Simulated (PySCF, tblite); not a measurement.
# C9H9FO: geometry, infrared bands, NMR shifts, spin-spin couplings and electronic excitations

Wanted: the infrared bands, NMR shifts, spin-spin couplings and electronic excitations of C9H9FO (`CC(=O)[C@@]12[C@@H]3[C@H]4[C@@H](C[C@@H]31)[C@]42F`), by calculation.

Programs: tblite 0.8.0 and PySCF 2.14.0, with density-fitted response routines of our own. Each step states its level of theory. These are calculated values for one molecule in the gas phase, unless marked as measured. Atoms are numbered from 0 throughout.

### Step 1. The molecule as given

20 atoms, charge 0, multiplicity 1; geometry from: force field or distance geometry start.

Bonds of the start (Å): C0–C1 1.53, C1–O2 1.23, C1–C3 1.44, C3–C4 1.49, C4–C5 1.47, C5–C6 1.47, C6–C7 1.51, C7–C8 1.51, C6–C9 1.47, C9–F10 1.35, C8–C3 1.48, C9–C3 1.47, C8–C4 1.50, C9–C5 1.50, C0–H11 1.10, C0–H12 1.13, C0–H13 1.10, C4–H14 1.08, C5–H15 1.07, C6–H16 1.10, C7–H17 1.13, C7–H18 1.09, C8–H19 1.08.

### Step 2. Geometry optimisation with GFN2-xTB

Job settings and geometry (Å):

```
{"job": {"kind": "relax", "xc": "GFN2-xTB", "basis": "xTB"}, "charge": 0, "multiplicity": 1}
C      2.859800     0.168900     0.215000
C      1.635000     0.301700    -0.684200
O      1.825400     0.658800    -1.841900
C      0.319600     0.006200    -0.177600
C     -0.810300     0.155800    -1.134000
C     -1.496800     0.999200    -0.145800
C     -1.752500     0.108800     0.997900
C     -1.675800    -1.282200     0.407400
C     -0.494100    -1.182500    -0.532400
C     -0.425800     0.721700     0.862300
F      0.079000     1.663700     1.679500
H      3.753100     0.150800    -0.423500
H      2.866800     1.081700     0.888300
H      2.734900    -0.748800     0.805400
H     -0.683800     0.381200    -2.182300
H     -1.918600     1.968900    -0.292400
H     -2.459300     0.330000     1.811700
H     -2.578200    -1.365300    -0.262700
H     -1.634200    -2.089400     1.134000
H     -0.149400    -2.018500    -1.127700
```

Command:

```
OMP_NUM_THREADS=2 python probes_run.py task.json out
```

This one command runs all jobs of the session in turn.

**Question.** This job is followed by: GFN2-xTB harmonic vibrations, gas phase; PBE0-D3(BJ)/def2-SVP geometry optimisation, gas phase; GIAO PBE0/pcSseg-1 NMR shielding, non-relativistic, gas phase; B3LYP/pcJ-1 indirect spin-spin coupling, non-relativistic, gas phase; TDDFT CAM-B3LYP/def2-SVPD, vertical, gas phase, core orbitals frozen in the response; GIAO WP04/pcSseg-2 NMR shielding, non-relativistic, gas phase. Predict these results of the whole session: strongest single infrared mode (GFN2-xTB); zero-point energy (GFN2-xTB); point group; rotational constants (main isotopes); 13C shifts against TMS (PBE0/pcSseg-1); 1H shifts against TMS (PBE0/pcSseg-1, means over atoms taken as alike); 17O shifts against H2O (PBE0/pcSseg-1); 19F shifts against CFCl3 (PBE0/pcSseg-1); largest coupling of the table (B3LYP/pcJ-1); lowest singlet (CAM-B3LYP/def2-SVPD); brightest single state of those computed; lowest triplet; range of the shift of O2.

As calculated:

| quantity | value |
| --- | --- |
| strongest single infrared mode (GFN2-xTB) | 1726 cm⁻¹, 387 km/mol |
| zero-point energy (GFN2-xTB) | 97.3 kcal/mol |
| point group | C1 |
| rotational constants (main isotopes) | 1.84, 1.15, 0.85 GHz |
| 13C shifts against TMS (PBE0/pcSseg-1) | 205.2, 86.4, 44.9, 42.1, 33.6, 32.9, 31.9, 29.8, 25.4 ppm |
| 1H shifts against TMS (PBE0/pcSseg-1, means over atoms taken as alike) | 2.35, 2.35, 2.35, 2.17, 2.10, 1.83, 1.77 ppm |
| 17O shifts against H2O (PBE0/pcSseg-1) | 614.6 ppm |
| 19F shifts against CFCl3 (PBE0/pcSseg-1) | -233.5 ppm |
| largest coupling of the table (B3LYP/pcJ-1) | 1J(C,F) C9–F10, -372.3 Hz |
| lowest singlet (CAM-B3LYP/def2-SVPD) | 4.55 eV (272 nm), f = 0.000 |
| brightest single state of those computed | state 2, 5.86 eV, f = 0.121 |
| lowest triplet | 4.04 eV |
| range of the shift of O2 | 577.4 to 614.6 ppm |

In words: The optimisation took 87 steps and gained 1.252 eV; among the close pairs (by a distance rule), C3–C9 changed most, from 1.466 to 1.536 Å (GFN2-xTB). No mode is imaginary among the 54: a minimum at this level. The strongest single mode, at 1726 cm⁻¹, moves mainly C1 and O2. Unscaled tight-binding wavenumbers are off by several per cent, some by more. Its intensities can rank the bands wrongly. The optimisation took 9 steps and gained 0.188 eV; among the close pairs (by a distance rule), C1–C3 changed most, from 1.429 to 1.477 Å (PBE0/def2-SVP). C1 (ketone carbonyl carbon) lies farthest downfield among carbon, at 205.2 ppm; the double bond to the heteroatom, with no lone-pair donor beside it, deshields it most. At PBE0/pcSseg-1: Shielding is most anisotropic at O2 (span 1161 ppm, paramagnetic term -679 ppm). In the run at B3LYP/pcJ-1, the largest coupling of the table is C9–F10, -372.3 Hz, of which the Fermi-contact term gives -393.4 Hz. Couplings across rotatable bonds belong to this one conformer; where others are populated, the observed values are averages. The first singlet state (HOMO−1→LUMO 0.82, HOMO→LUMO 0.10) lies at 4.55 eV and is dark; of the 10 states computed, the strongest absorption comes from state 2 at 5.86 eV. The lowest triplet lies 0.51 eV below the lowest singlet (triplets in Tamm-Dancoff, singlets in full TDDFT). In ppm, O2 moves most: its shift spreads over 37.2 ppm, from 577.4 (WP04/pcSseg-2) to 614.6 (PBE0/pcSseg-1). Part of that comes from the computed reference.
